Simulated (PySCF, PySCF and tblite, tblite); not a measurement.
# C5H11B: a path driven as rotation about a bond, and NMR exchange, part 2 of 2

PySCF and tblite. Atoms count from 0. The steps go on from the part before.

## 9. Shieldings, saddle of leg 2: B3LYP/pcSseg-1

The job: settings as JSON, then the geometry in Å.

```
{"job": {"kind": "nmr", "xc": "B3LYP", "basis": "pcSseg-1", "pop": false}, "charge": 0, "multiplicity": 1}
C      1.305098     0.530992     1.520511
C      0.853812     0.122759     0.341833
C      1.819809    -0.247821    -0.755000
B     -0.666689    -0.013020    -0.022860
C     -1.400150    -1.393413     0.184502
C     -1.437941     1.224787    -0.620940
H      2.359099     0.615454     1.739224
H      0.635690     0.799159     2.321436
H      1.687345    -1.293407    -1.031349
H      1.629595     0.353933    -1.643048
H      2.849826    -0.095507    -0.439330
H     -2.479431    -1.301910     0.282928
H     -1.219880    -2.011620    -0.696305
H     -1.022748    -1.956572     1.035136
H     -1.781576     1.839653     0.212079
H     -0.811083     1.870491    -1.232109
H     -2.320776     0.956042    -1.196709
```

Log:

```text
coarse grid: 13336 points
cycle   1  E = -221.8424851891  dE =  3.570e-01  |g| = 5.854e-01  |ddm| = 3.481e+00
cycle   2  E = -221.8154527527  dE =  2.703e-02  |g| = 6.644e-01  |ddm| = 1.111e+00
cycle   3  E = -221.9346304049  dE = -1.192e-01  |g| = 4.640e-02  |ddm| = 6.455e-01
cycle   4  E = -221.9347500087  dE = -1.196e-04  |g| = 4.195e-02  |ddm| = 7.168e-02
cycle   5  E = -221.9352019923  dE = -4.520e-04  |g| = 2.871e-03  |ddm| = 3.315e-02
cycle   6  E = -221.9352038435  dE = -1.851e-06  |g| = 5.166e-04  |ddm| = 3.277e-03
final grid: 126344 points
cycle   7  E = -221.9804554273  dE = -3.783e-05  |g| = 7.590e-03  |ddm| = 2.318e-02
cycle   8  E = -221.9804506197  dE =  4.808e-06  |g| = 8.686e-03  |ddm| = 1.287e-02
cycle   9  E = -221.9804699419  dE = -1.932e-05  |g| = 6.316e-04  |ddm| = 7.304e-03
cycle  10  E = -221.9804700294  dE = -8.744e-08  |g| = 2.660e-04  |ddm| = 7.078e-04
cycle  11  E = -221.9804700473  dE = -1.790e-08  |g| = 2.888e-05  |ddm| = 2.084e-04
cycle  12  E = -221.9804700474  dE = -1.577e-10  |g| = 1.370e-05  |ddm| = 3.307e-05
converged SCF energy = -221.9804700474

GIAO shielding tensors (ppm)
atom      isotropic    diamagn.    paramagn.     s11        s22        s33       span
  0 C       70.009     253.895    -183.886    -27.424     85.669    151.782    179.206
  1 C       12.768     261.302    -248.534   -110.384     -3.560    152.248    262.632
  2 C      156.797     247.742     -90.945    142.486    147.272    180.633     38.147
  3 B        7.908     189.695    -181.787    -56.171    -35.257    115.154    171.325
  4 C      165.649     251.448     -85.799    147.305    165.920    183.721     36.416
  5 C      166.362     251.335     -84.973    147.736    169.519    181.832     34.096
  6 H       26.709      31.664      -4.956     24.046     26.179     29.901      5.855
  7 H       27.471      33.067      -5.596     24.887     26.129     31.397      6.511
  8 H       29.976      30.813      -0.838     26.071     29.118     34.739      8.668
  9 H       29.914      30.828      -0.914     26.180     29.077     34.485      8.305
 10 H       29.991      30.392      -0.401     27.170     28.587     34.217      7.047
 11 H       30.642      30.732      -0.090     27.312     29.640     34.974      7.662
 12 H       30.993      30.835       0.158     27.743     29.478     35.759      8.016
 13 H       30.784      31.682      -0.898     27.154     29.984     35.213      8.059
 14 H       31.153      30.562       0.591     27.659     29.483     36.317      8.659
 15 H       30.716      31.826      -1.110     27.220     29.951     34.977      7.758
 16 H       30.754      30.843      -0.088     27.429     29.571     35.263      7.834
```

It took 59 s on 1 thread of Intel Xeon at 2.50GHz, shared host; peak memory 0.85 GiB.

In short: HOMO -6.73 eV, LUMO -0.72 eV; dipole 0.63 D.

The fields below are evaluated on a grid from the run's orbitals.

Frontier orbitals at B3LYP/pcSseg-1, with the share of their density that lies nearest to each atom:

| orbital | energy (eV) | lies on |
| --- | --- | --- |
| HOMO | -6.73 | C0 40 %; C1 31 % |
| LUMO | -0.72 | B3 58 %; H12, H14 about 7 % each |

ELF in a plane through or near 5 of the atoms.

Ten even steps from '0' (0.00) to '9' (1.00):
```
0000000000000000000000000000
0000000000000000000000000000
0000000000000000000000000000
0000000000000000132100000000
0000000000000005898500000000
0000000036720019999920000000
0000000058972018999810000000
0000133158972004787410000000
0001899964652012331000000000
0002999965163111220000000000
0001999973653113542243100000
0000599744421026766999920000
0000000000000026758999940000
0000000000000089986899820000
0000000000000399994355300000
0000000000000399982000000000
0000000000000047730000000000
0000000000000000000000000000
0000000000000000000000000000
0000000000000000000000000000
```
The map spans 10.7 Å across and 9.3 Å up, centred on the molecule. Atoms in the plane (x, y in Å): C2 (-1.7, 0.2), H10 (-2.8, 0.1), H12 (1.4, 1.9), H15 (0.9, -2.0), H16 (2.4, -1.2).

log10 of the density (e/Å³) in the same plane.

Ten even steps from '0' (-4.0) to '9' (1.2):
```
0000000000000000000000000000
0000000000000000000000000000
0000000000000012222210000000
0000000011111123343321100000
0000001122222234555432200000
0000122344443345676643210000
0001233455654446777653320000
0002344566765456676644321000
0013456778776555665543320000
0013567889876655655443320000
0013467777776666665554321000
0012455666666556677765431000
0001233445544457777876532000
0000122333334467877765431000
0000001122233467876654421000
0000000000112355655433210000
0000000000001234443322100000
0000000000000122322211000000
0000000000000000100000000000
0000000000000000000000000000
```
The map spans 10.7 Å across and 9.3 Å up, centred on the molecule. Atoms in the plane (x, y in Å): C2 (-1.7, 0.2), H10 (-2.8, 0.1), H12 (1.4, 1.9), H15 (0.9, -2.0), H16 (2.4, -1.2).

On the surface of density 0.002 e/bohr³ the electrostatic potential runs, from the 1st to the 99th percentile, from -0.76 V near C0 to 1.15 V near B3.

## 10. Single-point energy, saddle of leg 1: B3LYP/pcSseg-1

The job: settings as JSON, then the geometry in Å.

```
{"job": {"kind": "sp", "xc": "B3LYP", "basis": "pcSseg-1", "pop": false}, "charge": 0, "multiplicity": 1}
C      1.368362     1.236706     0.926384
C      0.867438     0.202353     0.247355
C      1.813369    -0.869351    -0.229665
B     -0.661959     0.047212    -0.058936
C     -1.193797    -1.313531    -0.660795
C     -1.688214     1.221176     0.182884
H      2.422995     1.328594     1.143902
H      0.748858     2.033333     1.301165
H      1.526831    -1.834919     0.183273
H      1.772559    -0.949813    -1.315016
H      2.839432    -0.655319     0.063224
H     -2.245159    -1.288255    -0.937733
H     -0.627667    -1.621291    -1.538420
H     -1.072443    -2.117150     0.066176
H     -1.392400     1.941053     0.940802
H     -1.794657     1.778961    -0.749077
H     -2.683549     0.860242     0.434477
```

Log:

```text
coarse grid: 13336 points
cycle   1  E = -221.8478580851  dE =  3.529e-01  |g| = 5.839e-01  |ddm| = 3.466e+00
cycle   2  E = -221.8156540387  dE =  3.220e-02  |g| = 6.753e-01  |ddm| = 1.141e+00
cycle   3  E = -221.9387451911  dE = -1.231e-01  |g| = 7.517e-02  |ddm| = 6.820e-01
cycle   4  E = -221.9398395300  dE = -1.094e-03  |g| = 4.023e-02  |ddm| = 9.027e-02
cycle   5  E = -221.9402653119  dE = -4.258e-04  |g| = 2.941e-03  |ddm| = 3.117e-02
cycle   6  E = -221.9402672500  dE = -1.938e-06  |g| = 4.814e-04  |ddm| = 3.454e-03
final grid: 126344 points
cycle   7  E = -221.9856756145  dE = -4.474e-05  |g| = 7.697e-03  |ddm| = 2.892e-02
cycle   8  E = -221.9856709098  dE =  4.705e-06  |g| = 8.786e-03  |ddm| = 1.285e-02
cycle   9  E = -221.9856906453  dE = -1.974e-05  |g| = 2.804e-04  |ddm| = 7.141e-03
cycle  10  E = -221.9856906428  dE =  2.473e-09  |g| = 2.950e-04  |ddm| = 4.780e-04
cycle  11  E = -221.9856906659  dE = -2.306e-08  |g| = 3.184e-05  |ddm| = 2.456e-04
cycle  12  E = -221.9856906662  dE = -2.443e-10  |g| = 7.013e-06  |ddm| = 3.282e-05
converged SCF energy = -221.9856906662
```

It took 22 s on 1 thread of Intel Xeon at 2.50GHz, shared host; peak memory 0.62 GiB.

This run: HOMO -7.34 eV, LUMO -1.44 eV; dipole 0.34 D.

**Single-point energy, minimum 1: B3LYP/pcSseg-1**

The job: settings as JSON, then the geometry in Å.

```
{"job": {"kind": "sp", "xc": "B3LYP", "basis": "pcSseg-1", "pop": false}, "charge": 0, "multiplicity": 1}
C      1.267860     1.087037     1.175293
C      0.853517     0.183877     0.285317
C      1.851713    -0.778180    -0.303420
B     -0.652827     0.054447    -0.117813
C     -1.210844    -1.339107    -0.608231
C     -1.630048     1.290646    -0.029925
H      2.295779     1.149311     1.502508
H      0.589035     1.787421     1.631874
H      1.598739    -1.799383    -0.022925
H      1.830686    -0.721291    -1.390809
H      2.862394    -0.563397     0.038378
H     -2.296300    -1.382295    -0.658338
H     -0.836780    -1.543427    -1.612002
H     -0.871702    -2.167794     0.011098
H     -1.133393     2.257116    -0.053928
H     -2.384699     1.279509    -0.813952
H     -2.176511     1.236425     0.912765
```

Log:

```text
coarse grid: 13336 points
cycle   1  E = -221.8475360579  dE =  3.538e-01  |g| = 5.835e-01  |ddm| = 3.464e+00
cycle   2  E = -221.8163930118  dE =  3.114e-02  |g| = 6.725e-01  |ddm| = 1.138e+00
cycle   3  E = -221.9385605930  dE = -1.222e-01  |g| = 7.007e-02  |ddm| = 6.770e-01
cycle   4  E = -221.9394369619  dE = -8.764e-04  |g| = 4.099e-02  |ddm| = 8.743e-02
cycle   5  E = -221.9398766998  dE = -4.397e-04  |g| = 2.918e-03  |ddm| = 3.194e-02
cycle   6  E = -221.9398786026  dE = -1.903e-06  |g| = 5.397e-04  |ddm| = 3.465e-03
final grid: 126344 points
cycle   7  E = -221.9852833911  dE = -4.291e-05  |g| = 7.572e-03  |ddm| = 2.872e-02
cycle   8  E = -221.9852789772  dE =  4.414e-06  |g| = 8.605e-03  |ddm| = 1.272e-02
cycle   9  E = -221.9852979734  dE = -1.900e-05  |g| = 1.595e-04  |ddm| = 7.038e-03
cycle  10  E = -221.9852979770  dE = -3.564e-09  |g| = 1.042e-04  |ddm| = 2.495e-04
cycle  11  E = -221.9852979790  dE = -2.039e-09  |g| = 5.660e-05  |ddm| = 1.181e-04
cycle  12  E = -221.9852979799  dE = -8.303e-10  |g| = 6.691e-06  |ddm| = 4.984e-05
converged SCF energy = -221.9852979799
```

Wall time 22 s (1 thread of Intel Xeon at 2.50GHz, shared host); peak memory 0.59 GiB.

In short: HOMO -7.18 eV, LUMO -1.32 eV; dipole 0.24 D.

## 11. The path in numbers

The job: settings as JSON, then the geometry in Å.

```
{"job": {"smiles": "C=C(C)B(C)C", "charge": 0, "mult": 1, "motion": "rotation", "what": "aryl or vinyl borane", "atoms": [3, 1], "drives": [{"terms": [["t", [4, 3, 1, 0], 0.25], ["t", [4, 3, 1, 2], 0.25], ["t", [5, 3, 1, 0], 0.25], ["t", [5, 3, 1, 2], 0.25]], "by": 180, "n": 12}], "study": "path", "level": {"kind": "nmr", "xc": "B3LYP", "basis": "pcSseg-1"}, "fields": [250, 300, 500], "first": 5, "seed": 980, "kind": "path"}, "charge": 0, "multiplicity": 1}
C      1.412117     1.396967     0.480034
C      0.870483     0.207677     0.212080
C      1.761984    -1.004024     0.137519
B     -0.657254     0.045242    -0.085370
C     -1.152789    -1.145953    -0.996133
C     -1.711808     1.062126     0.502078
H      2.473558     1.528637     0.634175
H      0.817634     2.293484     0.533446
H      1.407764    -1.772145     0.823417
H      1.740804    -1.424824    -0.866380
H      2.791430    -0.757575     0.390200
H     -2.188236    -1.050997    -1.314821
H     -0.539756    -1.276846    -1.886329
H     -1.074869    -2.080448    -0.439347
H     -1.380093     1.582522     1.396868
H     -1.916749     1.824530    -0.250879
H     -2.668381     0.591440     0.720149
```

Log:

```text
stationary points (kcal/mol above the start)
  n  kind          group   xTB      DFT    lowest mode
  0  minimum      C1       0.00     0.00      42.4
  1  saddle       C1       0.31    -0.29     -52.8
  2  intermediate C1      -0.00    -0.02      41.4
  3  saddle       C1       1.31     3.32     -45.8
  4  minimum      C1      -0.00     0.00      41.5

GFN2-xTB energies: T/K, barrier G, reaction G (kcal/mol), k forward, k back (1/s)
 150.00     0.95    -0.00   2.18e+11   2.17e+11
 200.00     0.99    -0.00   5.07e+11   5.04e+11
 250.00     1.05    -0.00   8.34e+11   8.29e+11
 298.15     1.13    -0.00   1.15e+12   1.14e+12
 350.00     1.21    -0.00   1.46e+12   1.46e+12
 400.00     1.31    -0.00   1.75e+12   1.74e+12
 500.00     1.53    -0.00   2.25e+12   2.24e+12

B3LYP/pcSseg-1 + D3(BJ) energies: T/K, barrier G, reaction G (kcal/mol), k forward, k back (1/s)
 150.00     2.96    -0.00   3.04e+08   3.03e+08
 200.00     3.01    -0.00   4.31e+09   4.29e+09
 250.00     3.07    -0.00   2.16e+10   2.15e+10
 298.15     3.14    -0.00   6.15e+10   6.12e+10
 350.00     3.23    -0.00   1.38e+11   1.37e+11
 400.00     3.33    -0.00   2.47e+11   2.46e+11
 500.00     3.54    -0.00    5.5e+11   5.48e+11
```

Wall time 3.5 min (1 thread of Intel Xeon at 2.50GHz, shared host); peak memory 0.85 GiB. This counts the whole study up to here.

Barriers by level (kcal/mol; entropies in cal/(mol K)). Zero-point and thermal terms come from xTB in every row. ΔG‡ leaves symmetry out; the rate counts equivalent paths (a factor of 2) and all 2 saddles; effective ΔG‡, where given, is the barrier that would give that rate by Eyring's equation alone:

| level | ΔE‡ | with zero-point | ΔH‡ | ΔS‡ | ΔG‡ (298 K) | ΔE of reaction | k at 298 K (1/s) | effective ΔG‡ |
| --- | --- | --- | --- | --- | --- | --- | --- | --- |
| GFN2-xTB | 1.31 | 0.88 | 0.53 | -2.0 | 1.13 | 0.00 | 1.2e+12 | 1.00 |
| B3LYP/pcSseg-1 + D3(BJ) | 3.32 | 2.89 | 2.55 | -2.0 | 3.14 | 0.00 | 6.2e+10 | 2.73 |

Sites that the driver pairs across this motion, and where their lines would merge (no couplings; faster rotations or exchange between molecules can average them sooner):

| nucleus | sites: shielding (ppm) | proton frequency (MHz) | spread (Hz) | coalescence (K) | lines at 298 K |
| --- | --- | --- | --- | --- | --- |
| 1H | H11, H12, H13: 30.95; H14, H15, H16: 30.84 | 250 | 29 | 60 | 1 |
| 1H | H11, H12, H13: 30.95; H14, H15, H16: 30.84 | 300 | 35 | 60 | 1 |
| 1H | H11, H12, H13: 30.95; H14, H15, H16: 30.84 | 500 | 58 | 62 | 1 |
| 13C | C4: 169.0; C5: 168.6 | 250 | 20 | 59 | 1 |
| 13C | C4: 169.0; C5: 168.6 | 300 | 24 | 60 | 1 |
| 13C | C4: 169.0; C5: 168.6 | 500 | 40 | 61 | 1 |

## 12. Results

The summary covers parts 1 to 2.

```
                         quantity                              value
barrier (B3LYP/pcSseg-1 + D3(BJ))   ΔE‡ 3.3, ΔG‡(298 K) 3.1 kcal/mol
               barrier (GFN2-xTB)                   ΔE‡ 1.3 kcal/mol
                    rate at 298 K                        6.2e+10 s⁻¹
                  end of the path  the start, renumbered or mirrored
            coalescence of 1H H11                    62 K at 500 MHz
```

The barrier is 3.3 kcal/mol at the DFT level (xTB: 1.3); with thermal terms and the count of paths the DFT value gives a rate of 6.2e+10 s⁻¹ at 298 K. An error of 1.4 kcal/mol changes that rate tenfold. The 1H lines of H11 and its partners, 58 Hz apart at 500 MHz, merge at 62 K, so by this path alone the exchange at 298 K is fast for them; other paths were not followed.
